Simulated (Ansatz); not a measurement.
# C8H10O2S: the cost of one run

The runs use Ansatz 0.2.0, Gaussian basis; the settings change from run to run.

### 1 The geometry

The geometry comes from an earlier relaxation with PBE0-D4 in a triple-zeta def2 set; it is a stationary point, not always the lowest conformer.

21 atoms, charge 0, spin multiplicity 1.

Atoms are counted from 1 here; the program's logs count them from 0.

Bond lengths: C1–C2 1.497 Å, C1–H12 1.091 Å, C1–H13 1.094 Å, C1–H14 1.091 Å, C2–C3 1.393 Å, C2–C11 1.393 Å, C3–C4 1.384 Å, C3–H15 1.085 Å, C4–C5 1.387 Å, C4–H16 1.083 Å, C5–S6 1.765 Å, C5–C10 1.387 Å, S6–C7 1.771 Å, S6–O8 1.437 Å, S6–O9 1.437 Å, C7–H17 1.089 Å, C7–H18 1.089 Å, C7–H19 1.091 Å and more. Angles: C2–C1–H12 111.4°, C2–C1–H13 110.5°, C2–C1–H14 111.4°, H12–C1–H13 107.4°, H12–C1–H14 108.4°, H13–C1–H14 107.4°, C1–C2–C3 120.7°, C1–C2–C11 120.7°, C3–C2–C11 118.6°, C2–C3–C4 121.1°, C2–C3–H15 119.4°, C4–C3–H15 119.5°, C3–C4–C5 119.2°, C3–C4–H16 121.2°, C5–C4–H16 119.6°, C4–C5–S6 119.6°, C4–C5–C10 120.9°, S6–C5–C10 119.6° and more.

### 2 HSE06/def2-mTZVP

This run has coordinates scaled by 1.25, D3(BJ) with three-body dispersion, the search for lower states set to full.

Contents of in.yaml:

```yaml
crystal:
  periodic: [false, false, false]
  atoms:
    - {symbol: C, position_ang: [3.267157, -2.683604, -1.076368]}
    - {symbol: C, position_ang: [1.965087, -1.435210, -0.580089]}
    - {symbol: C, position_ang: [1.388393, -1.356265, 1.061210]}
    - {symbol: C, position_ang: [0.214976, -0.179056, 1.539519]}
    - {symbol: C, position_ang: [-0.396261, 0.933981, 0.359535]}
    - {symbol: S, position_ang: [-1.901274, 2.433417, 0.954425]}
    - {symbol: C, position_ang: [-3.829594, 1.402264, 0.605554]}
    - {symbol: O, position_ang: [-1.808088, 3.808443, -0.198455]}
    - {symbol: O, position_ang: [-1.748761, 2.708835, 2.723433]}
    - {symbol: C, position_ang: [0.160963, 0.885834, -1.281182]}
    - {symbol: C, position_ang: [1.334836, -0.298881, -1.739474]}
    - {symbol: H, position_ang: [3.187012, -3.815068, -0.318926]}
    - {symbol: H, position_ang: [4.520592, -2.163347, -0.904159]}
    - {symbol: H, position_ang: [3.147084, -3.033643, -2.389150]}
    - {symbol: H, position_ang: [1.874104, -2.226668, 1.980612]}
    - {symbol: H, position_ang: [-0.213999, -0.098317, 2.821386]}
    - {symbol: H, position_ang: [-3.894768, 0.291883, 1.390048]}
    - {symbol: H, position_ang: [-3.937270, 1.082922, -0.713179]}
    - {symbol: H, position_ang: [-4.798921, 2.293261, 0.960267]}
    - {symbol: H, position_ang: [-0.309730, 1.787880, -2.174752]}
    - {symbol: H, position_ang: [1.778478, -0.338662, -3.020263]}
basis:
  gaussian: {orbitals: def2-mTZVP}
hamiltonian: {xc: {name: HSE06}, dispersion: d3bjatm}
scf: {lower_state_search: full}
output: {forces: true}
```

On the command line:

```sh
$ ansatz run in.yaml --threads 4 --pin off --events-out ev --progress --plain --max-ram 66560MiB --backend cpu
```

**Question.** How long does this run take on 4 threads of AMD EPYC 7R13, shared host, and how much memory does it need?

About 20 s, with a peak of 1.1 GiB.
